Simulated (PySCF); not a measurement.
# C7H14 (2-ethyl-3-methylbut-1-ene): the cost of one run

Programs: PySCF 2.14.0, with routines of our own; each step states its level. All values are computed. Atoms count from 0.

### 1 The starting structure

21 atoms, charge 0, multiplicity 1; geometry from: GFN2-xTB.

### 2 Magnetic properties: GIAO CAM-B3LYP/pcSseg-1

What the job is given:

```
{"job": {"kind": "mag", "xc": "CAM-B3LYP", "basis": "pcSseg-1", "isotopologues": 2}, "charge": 0, "multiplicity": 1}
C      0.277761    -0.920071    -1.144360
C      0.265944    -0.139341    -0.076692
C      1.500563     0.455099     0.545978
C      2.812611     0.142541    -0.160416
C     -1.025837     0.239207     0.622273
C     -1.782041    -0.999846     1.103973
C     -1.906379     1.088125    -0.297083
H      1.182854    -1.195332    -1.654428
H     -0.628888    -1.325378    -1.560094
H      1.366618     1.541364     0.588029
H      1.557903     0.104095     1.582221
H      2.792647     0.505631    -1.185227
H      3.636536     0.628184     0.358300
H      2.999737    -0.928522    -0.170395
H     -0.776009     0.843149     1.502104
H     -1.147016    -1.604566     1.747915
H     -2.666301    -0.706633     1.666078
H     -2.096769    -1.611397     0.262581
H     -2.806936     1.404647     0.225247
H     -2.198998     0.521466    -1.177210
H     -1.366920     1.974521    -0.624564
```

With the program's defaults for keys left out, this is: GIAO CAM-B3LYP/pcSseg-1 magnetisability, rotational g tensor and spin-rotation constants, non-relativistic, gas phase.

On the command line:

```bash
OMP_NUM_THREADS=1 python excited_run.py task.json out
```

The driver reads the jobs from task.json and runs them one after another.

Q: Estimate the wall time and peak memory of this first job on 1 thread of Arm Neoverse V2, shared host.

About 46 s, with a peak of 0.91 GiB.
